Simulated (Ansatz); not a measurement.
Crystal: LiBe.

```
CELL_PARAMETERS angstrom
2.81115 0.00000 0.00000
0.00000 2.81115 0.00000
0.00000 0.00000 2.81115
ATOMIC_POSITIONS crystal
Be 0.50000 0.50000 0.50000
Li 0.00000 0.00000 0.00000
```

The cell comes from a database or a generator and needn't be the stable form of this composition.

Base run:

```yaml
Program: Ansatz 0.2.0
Functional: LDA
Potentials_or_basis: all-electron LAPW, scalar-relativistic
Cutoff: 118 eV
Density_cutoff: 472 eV
Basis_error_allowed: 0.001 eV/atom
k_mesh: 9 × 9 × 9
Occupations: fermi-dirac, width 0.05 eV
Spin: no spin polarisation
```

Its results: pressure -2.7 GPa.

Task: After a change of settings the same cell gave: pressure 2.0 GPa. Which change was it?
A. functional from LDA to PBEsol
B. occupations from fermi-dirac, width 0.05 eV to gaussian, width 0.02 eV
C. functional from LDA to BLYP
D. functional from LDA to revPBE

Result: D.

revPBE binds less tightly than LDA, so the same cell stands under more pressure.

Not every run made on this cell is shown here.
